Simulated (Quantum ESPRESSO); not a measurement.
A run of Quantum ESPRESSO 7.5 is set up as follows.

The input run.py:

```python
import numpy as np
from ase.calculators.espresso import Espresso, EspressoProfile
from ase.io import read

atoms = read('POSCAR')

input_data = {
    'control': {'calculation': 'scf', 'prefix': 'pwscf', 'outdir': './tmp', 'tprnfor': True, 'tstress': True, 'disk_io': 'nowf'},
    'system': {'ecutwfc': 76.0, 'nbnd': 24, 'occupations': 'smearing', 'smearing': 'fd', 'degauss': 0.01469973},
    'electrons': {'conv_thr': 4e-10, 'electron_maxstep': 120, 'mixing_beta': 0.5},
}
pseudopotentials = {'W': 'W.upf', 'Au': 'Au.upf'}
profile = EspressoProfile(command='pw.x', pseudo_dir='pseudo')
dft = Espresso(profile=profile, input_data=input_data, pseudopotentials=pseudopotentials, kpts=(8, 8, 8), koffset=(0, 0, 0))
atoms.calc = dft

print(f'energy {atoms.get_potential_energy():.8f} eV')
print('forces (eV/A)')
print(np.round(atoms.get_forces(), 6))
print('stress (eV/A^3, Voigt)')
print(np.round(atoms.get_stress(), 8))
print(f'Fermi level {dft.get_fermi_level():.4f} eV')
```

The input POSCAR:

```
WAu
1.0
    0.0000000000      2.7479792600      2.7479792600
    2.7479792600      0.0000000000      2.7479792600
    2.7479792600      2.7479792600      0.0000000000
W Au
1 1
Direct
    0.0000000000      0.0000000000      0.0000000000
    0.7500000000      0.7500000000      0.7500000000
```

Potentials or basis: PseudoDojo 0.4 SR PBEsol stringent.

Command:

```sh
$ OMP_NUM_THREADS=1 python run.py
```

Task: What does it give for the pressure?

Result: 26.3 GPa.

Task: What does it give for the band gap on the k mesh?

Result: None (metal or under the smearing width).

Caveat: so large a pressure means that the cell lies far from this level's equilibrium, or that cutoff or potentials fall short. The run has no spin-orbit coupling, so splittings on Au, W are missing.
